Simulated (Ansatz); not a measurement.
# CH5ClGeSe: the cost of one run

Program: Ansatz 0.2.0. Level of theory: RKS B3LYP/def2-SVP. These are calculated values, not measurements.

## (1) The structure to begin with

Bond lengths: Cl1–C2 1.798 Å, C2–Ge3 1.913 Å, Ge3–Se4 2.402 Å, C2–H5 1.124 Å, C2–H6 1.120 Å, Ge3–H7 1.573 Å, Ge3–H8 1.556 Å, Se4–H9 1.521 Å. Angles: Cl1–C2–Ge3 107.6°, Cl1–C2–H5 109.8°, Cl1–C2–H6 111.7°, Ge3–C2–H5 109.0°, Ge3–C2–H6 109.0°, H5–C2–H6 109.6°, C2–Ge3–Se4 111.8°, C2–Ge3–H7 111.5°, C2–Ge3–H8 112.1°, Se4–Ge3–H7 106.5°, Se4–Ge3–H8 107.9°, H7–Ge3–H8 106.8°, Ge3–Se4–H9 87.1°.

Coordinates:

```xyz
9

Cl   -1.8672   -1.4364    0.1923
C    -1.1947    0.2152   -0.0343
Ge    0.6202    0.1898    0.5695
Se    1.9700   -1.3161   -0.7275
H    -1.2144    0.4889   -1.1248
H    -1.7649    0.9785    0.5541
H     1.2887    1.6088    0.4472
H     0.7332   -0.2329    2.0628
H     1.5176   -0.5420   -1.9564
```

## (2) End point A

input.yaml reads:

```yaml
crystal:
  periodic: [false, false, false]
  atoms:
    - { symbol: Cl, position_ang: [-1.8672, -1.4364, 0.1923] }
    - { symbol: C, position_ang: [-1.1947, 0.2152, -0.0343] }
    - { symbol: Ge, position_ang: [0.6202, 0.1898, 0.5695] }
    - { symbol: Se, position_ang: [1.97, -1.3161, -0.7275] }
    - { symbol: H, position_ang: [-1.2144, 0.4889, -1.1248] }
    - { symbol: H, position_ang: [-1.7649, 0.9785, 0.5541] }
    - { symbol: H, position_ang: [1.2887, 1.6088, 0.4472] }
    - { symbol: H, position_ang: [0.7332, -0.2329, 2.0628] }
    - { symbol: H, position_ang: [1.5176, -0.542, -1.9564] }
basis:
  gaussian: { orbitals: def2-SVP }
hamiltonian:
  xc: b3lyp
relax:
  f_tol: 0.015
  max_steps: 40
```

Run with:

```console
ansatz run input.yaml --threads 2 --pin off --max-ram 3072MiB --backend cpu --events-out ev --progress --plain --runs-dir out
```

Q: Estimate wall time and peak memory on 2 threads of AMD EPYC 7R43 (Zen 3), shared host.

About 48 s, with a peak of 0.35 GiB.
